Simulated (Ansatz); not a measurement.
# H12CO8: the cost of one run

Program: Ansatz 0.2.0. Level of theory: DFT PBE+D3(BJ), plane waves, PAW, scalar-relativistic, no spin polarisation. These are calculated values, not measurements.

### 1 The starting structure

The cell holds 21 atoms (CH12O8): a = 6.266 Å, b = 6.266 Å, c = 6.266 Å, α = 90.00°, β = 90.00°, γ = 90.00°.

The coordinates stand in the first input below.

### 2 Preparing the start

input.yaml

```yaml
crystal:
  lattice:
    - [6.265827, 0.0, 0.0]
    - [0.0, 6.265827, 0.0]
    - [0.0, 0.0, 6.265827]
  atoms:
    - { symbol: O, position: [0.3199694, 0.1138111, 0.8570557] }
    - { symbol: H, position: [0.2791288, 0.1962936, 0.9812464] }
    - { symbol: H, position: [0.1944741, 0.0293048, 0.8253656] }
    - { symbol: O, position: [0.4621972, 0.5030287, 0.4276389] }
    - { symbol: H, position: [0.5023371, 0.5678585, 0.5621028] }
    - { symbol: H, position: [0.5704345, 0.3951543, 0.4043482] }
    - { symbol: O, position: [0.9215414, 0.1103547, 0.2928195] }
    - { symbol: H, position: [1.0197087, 0.2234182, 0.2544207] }
    - { symbol: H, position: [1.0067395, -0.0182195, 0.2825906] }
    - { symbol: O, position: [0.4245741, 0.7515312, 0.1196674] }
    - { symbol: H, position: [0.3233716, 0.8035906, 0.0150608] }
    - { symbol: H, position: [0.5141279, 0.6540887, 0.0397942] }
    - { symbol: O, position: [0.9214334, 0.5494062, 0.9727015] }
    - { symbol: H, position: [0.9266961, 0.530372, 0.8193893] }
    - { symbol: H, position: [1.0683164, 0.5772739, 1.0119883] }
    - { symbol: O, position: [0.8986996, 0.8277325, 0.5896656] }
    - { symbol: H, position: [0.7521184, 0.8359209, 0.5412762] }
    - { symbol: H, position: [0.8952752, 0.8917374, 0.7303294] }
    - { symbol: C, position: [0.7416216, 0.1305775, 0.9370991] }
    - { symbol: O, position: [0.8622169, 0.2523175, 0.8595034] }
    - { symbol: O, position: [0.6210262, 0.0088374, 1.0146949] }
basis:
  ecutwfc: 420.0
kpoints:
  mp_grid: { grid: [1, 1, 1] }
hamiltonian:
  xc: pbe
  dispersion: d3bj
scf:
  occupations: { method: fermi_dirac, width: 0.02 }
  lower_state_search: "off"
relax:
  f_tol: 0.3
  max_steps: 15
  adjacent_minimum: "off"
```

Run with:

```sh
ansatz run input.yaml --threads 1 --pin off --max-ram 3072MiB --backend cpu --events-out ev --progress --plain --runs-dir out
```

What time and memory should one allow on 1 thread of an Arm CPU, shared host?

About 24 s, with a peak of 0.34 GiB.
